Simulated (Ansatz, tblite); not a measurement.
## A script for ZnBrF (GFN1-xTB)

These are simulated results from tblite 0.8.0, not measurements. The cell was built from a prototype and was relaxed with r2SCAN in plane waves (Ansatz 0.2.0). It may be hypothetical. It is a single sheet, repeated along a and b, with vacuum along c. All runs are without spin polarisation.

In-plane lattice: a = 3.369 Å, b = 3.369 Å, γ = 120.0°; thickness between the outer nuclei 2.75 Å. Zn has 3 F at 2.20 Å and 3 Br at 2.59 Å; F has 3 Zn at 2.20 Å; Br has 3 Zn at 2.59 Å.

tblite solves periodic systems at the zone centre alone, so the script builds a cluster of 3×3×1 conventional cells (27 atoms), which folds in a coarse mesh of k points.

run.py reads:

```python
import json
from ase import Atoms
from ase.build import make_supercell
from ase.units import Bohr, GPa, Hartree
from tblite.interface import Calculator

atoms = Atoms(['Zn', 'F', 'Br'],
              cell=[[3.368888, 0.0, -0.0], [-1.684444, 2.917543, -0.0], [-0.0, -0.0, 28.951168]],
              scaled_positions=[[0.333333, 0.666667, 0.31861], [0.666667, 0.333333, 0.354454], [0.666667, 0.333333, 0.259541]],
              pbc=True)
cluster = make_supercell(atoms, [[3, 0, 0], [0, 3, 0], [0, 0, 1]])
calc = Calculator('GFN1-xTB', cluster.numbers, cluster.positions / Bohr, lattice=cluster.cell[:] / Bohr, periodic=cluster.pbc)
calc.set('temperature', 0.02 / Hartree)
calc.set('max-iter', 150)
res = calc.singlepoint()
levels = res.get('orbital-energies') * Hartree
nv = round(res.get('orbital-occupations').sum() / 2)
cells = len(cluster) // len(atoms)
out = {'energy_per_cell': res.get('energy') * Hartree / cells, 'homo': levels[nv - 1], 'lumo': levels[nv],
       'stress': (-res.get('virial') * Hartree / cluster.get_volume() / GPa).tolist(), 'charges': res.get('charges')[:len(atoms)].tolist(), 'electrons': 2 * nv / cells}
json.dump(out, open('results.json', 'w'))
for key, value in out.items():
    print(key, value)
```

Command: `python run.py`. It took 0.89 s on 1 thread of Arm Neoverse V1, with other jobs on the host, peak memory 0.096 GiB.

What it printed:

```
------------------------------------------------------------
  cycle        total energy    energy error   density error
------------------------------------------------------------
      1     -87.76631994608  -8.7710072E+01   7.3718812E-01
      2     -88.65139686183  -8.8507692E-01   3.2734296E-01
      3     -87.45598626947   1.1954106E+00   2.4501480E-01
      4     -88.73923346498  -1.2832472E+00   1.0806851E-01
      5     -88.87528349346  -1.3605003E-01   5.2804081E-02
      6     -88.90176027349  -2.6476780E-02   8.1970673E-03
      7     -88.90245245838  -6.9218488E-04   3.0843329E-03
      8     -88.90258382901  -1.3137063E-04   1.0877425E-03
      9     -88.90259120136  -7.3723457E-06   2.7730294E-04
     10     -88.90259169098  -4.8961951E-07   4.9767407E-05
     11     -88.90259170396  -1.2980962E-08   2.7409609E-05
     12     -88.90259170972  -5.7661538E-09   1.2308333E-06
------------------------------------------------------------

 total:                                   0.273 sec
energy_per_cell -268.79586017555124
homo -11.253910671478348
lumo -9.451253449278903
stress [[1.4365897563799892, -5.5150601615681154e-05, 6.239967422518543e-07], [-5.515060161567367e-05, 1.4365242273637138, -2.542129573379499e-07], [6.239967422476116e-07, -2.54212957377119e-07, 0.2602493471551033]]
charges [0.6032860959199629, -0.4390292037576673, -0.16425617020233485]
electrons 16.0
```

The cycle table is in hartree for the whole cluster, and the lines after it are in eV (the energy for one cell). The printed stress is in GPa and positive in compression, and the pressure is its mean diagonal, here averaged over the vacuum too.

GFN1-xTB gives a gap of 1.80 eV. On the same cell, plane-wave PBE (Ansatz, 12×12×1 k points and the special points) gives a gap of 1.24 eV and r2SCAN a gap of 1.68 eV; on shared hosts these took about 13 and 34 core-seconds on the 3-atom cell, against 0.89 for the script. Semilocal gaps usually lie below measured ones. xTB was fitted to molecules, so gaps, charges and pressures of solids can be far off, and the gap also depends on the size of the cluster.

xTB was fitted mostly to molecules, and a small cluster samples few k points, so gaps, pressures and kinks along a curve can be far from a solid's.

The runs are scalar-relativistic, without spin-orbit coupling.
